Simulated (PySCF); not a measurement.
**One shape, several levels: AlSiH3ClF (SMILES [F][Al]([SiH3])[Cl])**

Aim: a comparison of 6 runs (HF/STO-3G, HF/def2-SVP, B3LYP/6-31G*, M06-2X/aug-cc-pVDZ, CCSD(T)/def2-SVP) of AlSiH3ClF. Input form: a Python script.

Program for the calculation: PySCF 2.14.0.

1 further run of the same task is left out (set aside as unsound or not needed).

**1. The molecule**

AlSiH3ClF: 7 atoms, total charge 0, spin state singlet. SMILES: `[F][Al]([SiH3])[Cl]`. The coordinates come from a PBE0-D4/def2-TZVP relaxation.

Bond lengths: F1–Al2 1.645 Å, Al2–Si3 2.432 Å, Al2–Cl4 2.088 Å, Si3–H5 1.488 Å, Si3–H6 1.488 Å, Si3–H7 1.486 Å. Angles: F1–Al2–Si3 119.9°, F1–Al2–Cl4 116.6°, Si3–Al2–Cl4 123.5°, Al2–Si3–H5 109.7°, Al2–Si3–H6 109.8°, Al2–Si3–H7 110.9°, H5–Si3–H6 108.4°, H5–Si3–H7 109.0°, H6–Si3–H7 109.0°.

**2. Energy and forces at HF/STO-3G (run 1)**

calc.py reads:

```python
# [F][Al]([SiH3])[Cl]
from pyscf import gto, scf

system = gto.Mole()
system.atom = '''
F     -0.456800    -2.434100     0.809200
Al    -0.779600    -1.077000    -0.062600
Si     0.707200     0.841800     0.088400
Cl    -2.489200    -1.118300    -1.261400
H      2.075200     0.453200    -0.349700
H      0.781900     1.311300     1.498400
H      0.222600     1.955200    -0.768100
'''
system.max_memory = 1860
system.basis = 'sto-3g'
system.verbose = 4
system.charge = 0
system.build()

calc0 = scf.RHF(system)
calc0.conv_tol = 1e-10
calc0.kernel()
if not calc0.converged:
    calc0 = calc0.newton().run(calc0.mo_coeff, calc0.mo_occ)

etot = calc0.e_tot
print('Final energy', etot)
grad = calc0.nuc_grad_method().kernel()
calc0.analyze()
```

Launch:

```
$ OMP_NUM_THREADS=1 python calc.py
```

Output:

```text
PySCF version 2.14.0

[... 75 lines left out ...]
Total Energy =                       -1079.125954538420729
[... 9 lines left out ...]
MO #3   energy= -57.8801585492143  occ= 2
[... 7 lines left out ...]
MO #11  energy= -3.96261746767641  occ= 2
[... 7 lines left out ...]
MO #19  energy= -0.682330490154942 occ= 2
[... 7 lines left out ...]
MO #27  energy= -0.369172122862365 occ= 2
[... 7 lines left out ...]
MO #35  energy= 0.65416111334004   occ= 0
[... 45 lines left out ...]
Dipole moment(X, Y, Z, Debye):  2.15608,  0.67534,  1.21995
```

It took 1.9 s on 1 thread of Intel Xeon at 2.70GHz, shared host; peak memory 0.12 GiB.

**3. Energy and gradient at HF/def2-SVP (run 2)**

input.py reads:

```python
from pyscf import gto, scf

molecule = gto.M(
    atom='''
F       -0.456800      -2.434100       0.809200
Al      -0.779600      -1.077000      -0.062600
Si       0.707200       0.841800       0.088400
Cl      -2.489200      -1.118300      -1.261400
H        2.075200       0.453200      -0.349700
H        0.781900       1.311300       1.498400
H        0.222600       1.955200      -0.768100
''',
    max_memory=1860,
    verbose=4,
    basis='def2-svp',
)

calc0 = scf.RHF(molecule)
calc0.conv_tol = 1e-10
calc0.kernel()
if not calc0.converged:
    calc0 = calc0.newton().run(calc0.mo_coeff, calc0.mo_occ)

etot = calc0.e_tot
print('Final energy', etot)
grad = calc0.nuc_grad_method().kernel()
calc0.analyze()
```

Launch:

```
$ OMP_NUM_THREADS=1 python input.py
```

Output:

```text
PySCF version 2.14.0

[... 87 lines left out ...]
MO #3   energy= -58.5151914516595  occ= 2
[... 15 lines left out ...]
MO #19  energy= -0.734554615021663 occ= 2
[... 15 lines left out ...]
MO #35  energy= 0.231982673117892  occ= 0
[... 15 lines left out ...]
MO #51  energy= 0.763188174250117  occ= 0
[... 15 lines left out ...]
MO #67  energy= 1.61644542943589   occ= 0
[... 15 lines left out ...]
MO #83  energy= 3.86158960397934   occ= 0
[... 93 lines left out ...]
Dipole moment(X, Y, Z, Debye):  0.84244,  1.38544, -0.05314
```

Run time: 5.7 s. Hardware: 1 thread of Intel Xeon at 2.70GHz, shared host; peak memory 0.16 GiB.

Run 3 isn't shown in full; the table further down has it.

**4. Energy and forces at B3LYP/6-31G(d) (Cartesian functions) (run 4)**

calc.py reads:

```python
# [F][Al]([SiH3])[Cl]
import pyscf.grad
from pyscf import gto, dft

system = gto.Mole()
system.atom = '''
F     -0.863227    -4.599782     1.529166
Al    -1.473230    -2.035235    -0.118297
Si     1.336414     1.590771     0.167052
Cl    -4.703906    -2.113281    -2.383701
H      3.921560     0.856424    -0.660837
H      1.477577     2.477998     2.831566
H      0.420653     3.694793    -1.451499
'''
system.verbose = 3
system.basis = '6-31g*'
system.cart = True
system.max_memory = 1860
system.unit = 'bohr'
system.build()

myscf = dft.RKS(system)
myscf.xc = 'b3lyp'
myscf.conv_tol = 1e-10
myscf.grids.level = 5
myscf.kernel()
if not myscf.converged:
    myscf = myscf.newton().run(myscf.mo_coeff, myscf.mo_occ)

e_final = myscf.e_tot
print('Final energy', e_final)
grad = myscf.Gradients().kernel()
dip = myscf.dip_moment()
pop, q = myscf.mulliken_pop()
```

Launch:

```
$ OMP_NUM_THREADS=1 python calc.py
```

Output:

```text
converged SCF energy = -1093.91389055328
Final energy -1093.91389055328
[... 10 lines left out ...]
Dipole moment(X, Y, Z, Debye):  1.12646,  1.33894,  0.17045
[... 86 lines left out ...]
charge of    6H =     -0.04249
```

Wall time 28 s (1 thread of Intel Xeon at 2.70GHz, shared host); peak memory 0.77 GiB.

Run 5 isn't shown in full; the table further down has it.

**5. A single-point energy at CCSD(T)/def2-SVP (run 6)**

calc.py reads:

```python
# [F][Al]([SiH3])[Cl]
from pyscf import gto, cc

system = gto.M(
    atom='''
F   -0.456800  -2.434100   0.809200
Al  -0.779600  -1.077000  -0.062600
Si   0.707200   0.841800   0.088400
Cl  -2.489200  -1.118300  -1.261400
H    2.075200   0.453200  -0.349700
H    0.781900   1.311300   1.498400
H    0.222600   1.955200  -0.768100
''',
    verbose=4,
    basis='def2-svp',
    charge=0,
    max_memory=1860,
)

myscf = system.RHF()
myscf.conv_tol = 1e-10
myscf.kernel()
if not myscf.converged:
    myscf = myscf.newton().run(myscf.mo_coeff, myscf.mo_occ)

mycc = cc.CCSD(myscf, frozen=16)
mycc.kernel()
e_t = mycc.ccsd_t()
e_final = mycc.e_tot + e_t
print('E(%s) = %.9f' % ('CCSD(T)', e_final))
myscf.analyze()
```

Launch:

```
$ OMP_NUM_THREADS=1 python calc.py
```

Output:

```text
PySCF version 2.14.0

[... 102 lines left out ...]
MO #3   energy= -58.5151914516595  occ= 2
[... 15 lines left out ...]
MO #19  energy= -0.734554615021663 occ= 2
[... 15 lines left out ...]
MO #35  energy= 0.231982673117892  occ= 0
[... 15 lines left out ...]
MO #51  energy= 0.763188174250117  occ= 0
[... 15 lines left out ...]
MO #67  energy= 1.61644542943589   occ= 0
[... 15 lines left out ...]
MO #83  energy= 3.86158960397934   occ= 0
[... 93 lines left out ...]
Dipole moment(X, Y, Z, Debye):  0.84244,  1.38544, -0.05314
```

It took 17 s on 1 thread of Intel Xeon at 2.70GHz, shared host; peak memory 0.33 GiB.

**6. Overview of the runs**

```csv
run,level,integration grid,Cartesian functions,energy (Eh),dipole moment (D) of the reference,HOMO energy (eV),LUMO energy (eV),wall time
1,HF/STO-3G,–,no,-1079.125955,2.57,-8.22,7.83,1.9 s
2,HF/def2-SVP,–,no,-1091.290191,1.62,-11.14,1.32,5.7 s
3,B3LYP/6-31G* (spherical functions),5,no,-1093.905961,1.76,-8.21,-1.66,26 s
4,B3LYP/6-31G* (Cartesian functions),5,yes,-1093.913891,1.76,-8.21,-1.65,28 s
5,M06-2X/aug-cc-pVDZ,5,no,-1093.823994,1.86,-9.53,-1.08,89 s
6,CCSD(T)/def2-SVP,–,no,-1091.818365,1.62,-11.14,1.32,17 s
```

**7. Summary of results**

| quantity | value |
| --- | --- |
| run 6: total energy | -1091.81836 Eh |
| run 6: dipole moment (Hartree–Fock density) | 1.62 D |
| run 6: HOMO energy (Hartree–Fock orbitals) | -11.14 eV |
| run 6: LUMO energy (Hartree–Fock orbitals) | 1.32 eV |
| run 6: HOMO–LUMO gap (Hartree–Fock orbitals) | 12.46 eV |
| run 6: correlation energy (16 core orbitals frozen) | -528.2 mEh |
| run 6: (T) correction | -9.83 mEh |
| run 6: T1 diagnostic | 0.013 |

What this shows: Over runs 1, 2, 3, 4, 5 the dipole moment (its size) runs from 1.62 D (HF/def2-SVP) to 2.57 D (HF/STO-3G). Over runs 1, 2, 3, 4, 5 the HOMO–LUMO gap runs from 6.55 eV (B3LYP/6-31G*) to 16.05 eV (HF/STO-3G). The two ends differ in method and basis. Totals of different functionals can't be ranked against each other. In run 1 the basis is minimal, so the values are rough. All runs together took 2.8 min, the longest 89 s.
